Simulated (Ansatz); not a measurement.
# SnSiH6O (SMILES [SiH3][O][SnH3]): wB97X/def2-SVP (core potential)

Aim: the electronic atomisation energy of SnSiH6O at wB97X/def2-SVP (core potential), from 5 runs. 

The calculation is run with Ansatz 0.2.0.

63 further runs of the same task are left out: 63 set aside as unsound or not needed. Runs told in other sessions of the task aren't counted.

## (1) The structure to begin with

The species is SnSiH6O (9 atoms), meant as a singlet with charge 0. As SMILES, `[SiH3][O][SnH3]`. Geometry: relaxed at PBE0-D4/def2-TZVP.

Bond lengths: Si1–O2 1.627 Å, O2–Sn3 1.963 Å, Si1–H4 1.492 Å, Si1–H5 1.486 Å, Si1–H6 1.492 Å, Sn3–H7 1.699 Å, Sn3–H8 1.705 Å, Sn3–H9 1.705 Å. Some angles: Si1–O2–Sn3 136.6°, O2–Si1–H4 111.4°, O2–Si1–H5 109.0°, O2–Si1–H6 111.4°, O2–Sn3–H7 103.7°, O2–Sn3–H8 106.7°, O2–Sn3–H9 106.7°, H4–Si1–H5 108.8°, H4–Si1–H6 107.4°, H5–Si1–H6 108.8°.

## (2) The energy at wB97X/def2-SVP (core potential)

Contents of input.yaml:

```yaml
crystal:
  periodic: [false, false, false]
  atoms:
    - {symbol: Si, position_ang: [-0.707500, 1.106300, -0.961800]}
    - {symbol: O, position_ang: [0.549600, 0.232700, -0.411000]}
    - {symbol: Sn, position_ang: [0.837100, -1.145700, 0.956400]}
    - {symbol: H, position_ang: [-1.786000, 0.228100, -1.502000]}
    - {symbol: H, position_ang: [-0.233000, 2.004100, -2.046400]}
    - {symbol: H, position_ang: [-1.309600, 1.937400, 0.121200]}
    - {symbol: H, position_ang: [2.493700, -1.499800, 0.829900]}
    - {symbol: H, position_ang: [-0.166000, -2.460900, 0.544700]}
    - {symbol: H, position_ang: [0.410100, -0.448400, 2.452000]}
basis:
  gaussian: {orbitals: def2-SVP}
hamiltonian: {xc: {name: wB97X}}
accuracy: high
output: {orbitals: {seedname: orbitals}}
```

The run is started by

```bash
$ ansatz run input.yaml --threads 1 --pin off --max-ram 2610MiB --events-out events.jsonl --progress --plain --runs-dir runs
```

What it wrote:

```text
Warning: RAYON_NUM_THREADS=1 ignored (pool sized by the plan → 1); use --threads N
Functional definition: wB97X
  name "wB97X"
  parameter omega = 0.3/bohr
  parameter cx = 0.157706
  parameter cx1 = 0.726479
  parameter cx2 = 1.04760
  parameter cx3 = -5.70635
  parameter cx4 = 13.2794
  parameter css1 = -4.33879
  parameter css2 = 18.2308
  parameter css3 = -31.7430
  parameter css4 = 17.2901
  parameter cos1 = 2.37031
  parameter cos2 = -11.3995
  parameter cos3 = 6.58405
  parameter cos4 = -3.78132
  exchange = spin_sum(e_x_unif_sr(omega)*poly(b97_u_x, 1 - cx, cx1, cx2, cx3, cx4)) + cx*exact_x_sr(omega)
      + exact_x_lr(omega)
  correlation = spin_sum(e_c_pw_same_spin*poly(b97_u_same, 1, css1, css2, css3, css4))
      + integral(e_c_pw_opposite_spin*poly(b97_u_opposite, 1, cos1, cos2, cos3, cos4))
2073 factors; integrals over basis functions are off by at most 7.3e-9 eV
414 factors; integrals over basis functions are off by at most 2.4e-9 eV
mean field evaluation 1: about -15846.2610 eV, gradient 4.8e1 eV
mean field evaluation 2: about -15842.9007 eV, gradient 6.5e1 eV
mean field evaluation 4: about -15850.4507 eV, gradient 7.2e-1 eV
mean field evaluation 8: about -15850.5210 eV, gradient 2.6e-2 eV
mean field evaluation 16: about -15850.5210 eV, gradient 1.2e-5 eV
mean field -15850.52097258 eV, -582.4959018733 hartree, gradient 3.9e-8 eV, S^2 0.000000; 0 other end points of the search recorded, 0 dependent functions left out
reference -15850.52096891 eV, -582.4959017385 hartree; 25, 25 occupied and 63, 63 virtual orbitals, 2073 factors
Total energy: -15850.52096891 eV, -582.4959017385 hartree
```

Wall time 33 s (1 thread of Arm Neoverse V1, shared host); peak memory 0.54 GiB.

## (3) The H atom, same level

Contents of input.yaml:

```yaml
basis:
  gaussian:
    orbitals: def2-SVP
crystal:
  periodic: [false, false, false]
  atoms:
    - {symbol: H, position_ang: [0.000000, 0.000000, 0.000000]}
magnetization:
  spin_polarized: true
  initial_magnetization: 1
hamiltonian:
  xc: {name: wB97X}
accuracy: high
```

Run the same way, it converges to -0.50060 Eh (log not shown).

## (4) The O atom

Contents of molecule.yaml:

```yaml
crystal:
  periodic: [false, false, false]
  atoms:
    - {symbol: O, position_ang: [0.000000, 0.000000, 0.000000]}
basis:
  gaussian:
    orbitals: def2-SVP
magnetization:
  spin_polarized: true
  initial_magnetization: 2
hamiltonian:
  xc: {name: wB97X}
accuracy: high
```

Run the same way, it converges to -74.98253 Eh (log not shown).

## (5) The Si atom at the same level

Contents of job.yaml:

```yaml
crystal:
  periodic: [false, false, false]
  atoms:
    - symbol: Si
      position_ang: [0.000000, 0.000000, 0.000000]
basis:
  gaussian:
    orbitals: def2-SVP
magnetization:
  spin_polarized: true
  initial_magnetization: 2
hamiltonian:
  xc: {name: wB97X}
accuracy: high
```

The run is started by

```bash
$ ansatz run job.yaml --threads 1 --pin off --max-ram 2610MiB --events-out events.jsonl --progress --plain --runs-dir runs
```

What it wrote:

```text
Warning: RAYON_NUM_THREADS=1 ignored (pool sized by the plan → 1); use --threads N
[... 17 set-up lines as earlier in the session ...]
      + exact_x_lr(omega)
[... 1 set-up line as earlier in the session ...]
      + integral(e_c_pw_opposite_spin*poly(b97_u_opposite, 1, cos1, cos2, cos3, cos4))
134 factors; integrals over basis functions are off by at most 2.5e-9 eV
71 factors; integrals over basis functions are off by at most 1.1e-9 eV
mean field evaluation 1: about -7871.1552 eV, gradient 2.1e0 eV
mean field evaluation 2: about -7871.2078 eV, gradient 6.5e-1 eV
mean field evaluation 4: about -7871.2139 eV, gradient 8.7e-2 eV
mean field evaluation 8: about -7871.2140 eV, gradient 4.5e-4 eV
mean field evaluation 16: about -7871.2140 eV, gradient 7.5e-9 eV
mean field -7871.21402733 eV, -289.2617802039 hartree, gradient 7.5e-9 eV, S^2 2.004204; 0 other end points of the search recorded, 0 dependent functions left out
reference -7871.21402627 eV, -289.2617801647 hartree; 8, 6 occupied and 10, 12 virtual orbitals, 134 factors
Total energy: -7871.21402627 eV, -289.2617801647 hartree
```

Run time: 2.7 s. Hardware: 1 thread of Arm Neoverse V1, shared host; peak memory 0.17 GiB.

## (6) The Sn atom

Contents of job.yaml:

```yaml
crystal:
  periodic: [false, false, false]
  atoms:
    - {symbol: Sn, position_ang: [0.000000, 0.000000, 0.000000]}
basis:
  gaussian: {orbitals: def2-SVP}
magnetization: {spin_polarized: true, initial_magnetization: 2}
hamiltonian: {xc: {name: wB97X}}
accuracy: high
```

Run the same way, it converges to -214.27734 Eh (log not shown).

## (7) Summary of results

Level: wB97X/def2-SVP (core potential).

| quantity | value |
| --- | --- |
| molecule: total energy | -582.49590 Eh |
| molecule: HOMO energy | -10.51 eV |
| molecule: LUMO energy | 1.54 eV |
| molecule: HOMO–LUMO gap | 12.05 eV |
| H atom: total energy | -0.50060 Eh |
| H atom: ⟨S²⟩ | 0.750 |
| O atom: total energy | -74.98253 Eh |
| O atom: ⟨S²⟩ | 2.003 |
| Si atom: total energy | -289.26178 Eh |
| Si atom: ⟨S²⟩ | 2.004 |
| Sn atom: total energy | -214.27734 Eh |
| Sn atom: ⟨S²⟩ | 2.002 |
| electronic atomisation energy | 26.412 eV |

Taking the molecule apart into free atoms costs 26.41 eV (609 kcal/mol), before zero-point energy and without spin-orbit coupling.
